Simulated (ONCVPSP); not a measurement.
# Ru: the cost of one run

The numbers are computed with ONCVPSP 4.0.1.1 (patched build) (PBEsol, scalar-relativistic, spin-unpolarised reference atom).

## (1) Starting point

The settings as typed:

| Item | Value |
| --- | --- |
| element | ruthenium (Ru, Z = 44) |
| type | optimised norm-conserving Vanderbilt (ONCV) |
| frozen core | [Ar] 3d10 |
| valence charge | 16 |
| reference configuration | 4s2 4p6 4d7 5s1 |
| partial waves | 4s+5s: rc 1.36 bohr, ncon 4, nbas 7, qcut 8.6 1/bohr, 2 projectors; 4p: rc 1.08 bohr, ncon 5, nbas 9, qcut 11.1 1/bohr, 1 projector; 4d: rc 1.16 bohr, ncon 4, nbas 8, qcut 7.2 1/bohr, 1 projector |
| local potential | polynomial inside 0.92 bohr (lpopt 5, dvloc0 3 Ha) |
| core correction | not asked for |

The nodes and maxima of the atom's own shells, from an earlier all-electron run, set the scale for the radii.

All-electron outer shells of the reference configuration (PBEsol, scalar-relativistic, ld1.x):

```tsv
shell	level (eV)	outermost node (bohr)	outermost maximum (bohr)
3d	-273.13	–	0.30
4s	-76.31	0.48	0.92
4p	-46.38	0.49	0.98
4d	-5.22	0.48	1.21
5s	-4.27	1.24	2.73
5p	-0.87	1.41	3.87
```

## (2) Generation

Input file Ru.dat:

```
# ATOM AND REFERENCE CONFIGURATION
# atsym  z   nc   nv     iexc    psfile
  Ru 44.00    6    4  -116133      upf
#
#   n    l    f
    1    0    2.00
    2    0    2.00
    2    1    6.00
    3    0    2.00
    3    1    6.00
    3    2   10.00
    4    0    2.00
    4    1    6.00
    4    2    7.00
    5    0    1.00
#
# PSEUDOPOTENTIAL AND OPTIMIZATION
# lmax
    2
#
#   l,   rc,      ep,       ncon, nbas, qcut
    0    1.36    0.00    4    7    8.60
    1    1.08    0.00    5    9   11.10
    2    1.16    0.00    4    8    7.20
#
# LOCAL POTENTIAL
# lloc, lpopt,  rc(5),   dvloc0
    4    5    0.92    3.00
#
# VANDERBILT-KLEINMAN-BYLANDER PROJECTORs
# l, nproj, debl
    0    2    3.30
    1    1    1.30
    2    1    2.30
#
# MODEL CORE CHARGE
# icmod, fcfact, rcfact
    0    0.00    0.00
#
# LOG DERIVATIVE ANALYSIS
# epsh1, epsh2, depsh
   -4.00    5.00    0.02
#
# OUTPUT GRID
# rlmax, drl
    6.00    0.01
#
# TEST CONFIGURATIONS
# ncnf
    4
# nvcnf
#   n    l    f
    4
    4    0    2.00
    4    1    6.00
    4    2    7.00
    5    0    0.00
#
    4
    4    0    2.00
    4    1    6.00
    4    2    6.00
    5    0    0.00
#
    4
    4    0    2.00
    4    1    6.00
    4    2    5.00
    5    0    0.00
#
    4
    4    0    2.00
    4    1    5.00
    4    2    7.00
    5    0    1.00
#
```

The run is started by

```console
oncvpsp.x < Ru.dat > Ru.out
```

**Question.** How long does this run take on 1 thread of Neoverse-N1, shared host?

About 4.5 s.
